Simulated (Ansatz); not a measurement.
## Al2O3, space group R-3: a projected density of states, step by step

Program: Ansatz's Python interface.

Input file `al2o3.xyz`:
```text
10
Lattice="2.39880001 1.38494783 4.4627087 -2.39880001 1.38494783 4.4627087 0.0 -2.76989567 4.4627087" Properties=species:S:1:pos:R:3 pbc="T T T"
Al    0.00000000    0.00000000    0.00000000
Al    0.00000000    0.00000000    6.69406305
Al    0.00000000    0.00000000    9.28062424
Al    0.00000000    0.00000000    4.10750186
O     0.69101078   -1.29729824    5.46401424
O     1.46899862   -0.05021623    7.92411186
O    -0.77798784   -1.24708201    7.92411186
O     0.77798784    1.24708201    5.46401424
O    -1.46899862    0.05021623    5.46401424
O    -0.69101078    1.29729824    7.92411186
```

Notebook, run cell by cell (the value of a cell's last expression is shown):

In [1]:
```python
import warnings

import ansatz as az
import matplotlib.pyplot as plt
import numpy as np
```

In [2]:
```python
SETTINGS = {
    'functional': 'pbesol',
    'occupations': 'fixed',
    'extra_bands': 26,
}
```

In [3]:
```python
warnings.simplefilter('ignore', az.DeckWarning)

crystal = az.Crystal.from_extxyz('al2o3.xyz')
```

In [4]:
```python
crystal.resolved().tree()['lattice']
```
Out [4]:
```text
((2.39880001, 1.38494783, 4.4627087), (-2.39880001, 1.38494783, 4.4627087),
 (0.0, -2.76989567, 4.4627087))
```

In [5]:
```python
calc = crystal.calculation()
calc = calc.functional(SETTINGS['functional'])
calc = calc.kpoints(4)
calc = calc.occupations(SETTINGS['occupations'])
calc = calc.scf(extra_bands=SETTINGS['extra_bands']).density_of_states(projected=True, method='smearing', broadening_width=0.15, energy_step=0.1)
session = calc.session()
planned = session.plan(threads=1)
outcome = planned.execute()
report = outcome.report
```

In [6]:
```python
report['n_electrons']
```
Out [6]:
```text
48.0
```

In [7]:
```python
dos = outcome.density_of_states()
energy = np.asarray(dos.energies_ev) - dos.fermi_ev
curves = {}
for site in outcome.projected_density_of_states().sites:
    for shell in site.shells:
        weight = sum(np.sum(curve.g_bin_mean_per_ev, axis=0) for curve in shell.curves)
        name = f'{site.species} {shell.label}'
        curves[name] = curves.get(name, 0) + weight

window = (energy > -6) & (energy < 6)
fig, ax = plt.subplots(figsize=(5.5, 3.5))
for name, g in curves.items():
    if g[window].max() > 0.05:
        ax.plot(energy[window], g[window], label=name, lw=1)
        print(f'{name:8s} peak {g[window].max():7.3f} states/eV at {energy[window][g[window].argmax()]:6.2f} eV')
ax.set(xlabel='E - E_F (eV)', ylabel='states/eV')
ax.legend(fontsize=7)
fig.tight_layout()
fig.savefig('pdos.png', dpi=100)
```
```text
Al 3S    peak   0.593 states/eV at  -5.61 eV
Al 3P    peak   0.955 states/eV at  -4.71 eV
O 2S     peak   0.349 states/eV at  -4.61 eV
O 2P     peak  10.360 states/eV at  -0.91 eV
```

Caveats:
- Semilocal gaps usually lie well under measured ones.
- Peaks are the largest values inside the energy window taken; deeper bands lie outside it.
- The crystal has a gap of about 5.97 eV on the mesh; density of states inside it is the tail of the broadening.
- The structure comes from a database of computed cells and needn't be a stable or known phase.
- Curves are summed over the cell's atoms. Only shells that the potentials hold have channels, so projections don't add up to the total, least of all where a shell is missing (p of most metals); heights and places of peaks move with the mesh.
- The density of states is complete only as far up as bands were computed.
- Timing: 5.3 s on 1 thread of Arm Neoverse V1, with other jobs on the host, peak memory 0.43 GiB.
